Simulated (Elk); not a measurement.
# La3Mg: a single-point run

Wanted: a converged single-point run for La3Mg, and a check of what comes out. The structure is shown as the input types it.

Program: Elk 11.2.3 (patched build). Level of theory: DFT, LDA (Perdew-Wang), all-electron APW+lo, Dirac cores, scalar-relativistic bands; ground state. These are calculated values, not measurements.

## Step 1: The system as given

The structure is tetragonal, space group I4/mmm (No. 139). Conventional cell: a = 5.053 Å, b = 5.053 Å, c = 10.459 Å, α = 90.00°, β = 90.00°, γ = 90.00°. La (site symmetry 4/mmm) is surrounded by 4 Mg at 3.57 Å and 8 La at 3.64 Å. Around La (site symmetry -4m2) lie 8 La at 3.57 to 3.64 Å and 4 Mg at 3.64 Å. Around Mg (site symmetry 4/mmm) lie 12 La at 3.57 to 3.64 Å.

Structure file:

```
La Mg
1.0
    -2.52641    2.52641    5.22940
     2.52641   -2.52641    5.22940
     2.52641    2.52641   -5.22940
La Mg
3 1
Direct
  0.50000 0.50000 0.00000
  0.25000 0.75000 0.50000
  0.75000 0.25000 0.50000
  0.00000 0.00000 0.00000
```

## Step 2: Input and run

elk.in

```
tasks
  0

xctype
  3

rgkmax
  high

gmaxvr
  14.0

lmaxapw
  9

lmaxo
  7

lmaxi
  2

nrmtscf
  1.5

lradstp
  4

nempty
  5

epspot
  1e-06

epsengy
  0.0001

maxscl
  60

swidth
  0.002

sppath
  './'

avec
  -4.77422524619 4.77422524619 9.88213657402
  4.77422524619 -4.77422524619 9.88213657402
  4.77422524619 4.77422524619 -9.88213657402

atoms
  2
  'La.in'
  3
  0.500000000000 0.500000000000 0.000000000000   0.000 0.000 0.000
  0.250000000000 0.750000000000 0.500000000000   0.000 0.000 0.000
  0.750000000000 0.250000000000 0.500000000000   0.000 0.000 0.000
  'Mg.in'
  1
  0.000000000000 0.000000000000 0.000000000000   0.000 0.000 0.000

ngridk
  6 6 6
```

Launch:

```
$ OMP_NUM_THREADS=2 elk
```

Q: Will this input give a usable result? If not, why, and what should change?

Nothing was computed: the input was turned down at the start. The line that matters: «Error(readinput): error reading from elk.in Problem occurred in 'rgkmax' block Check input convention in manual»

The key wants another kind of value (number, word, list or true/false) than the one typed.

In general: give a value of the kind that the key takes.
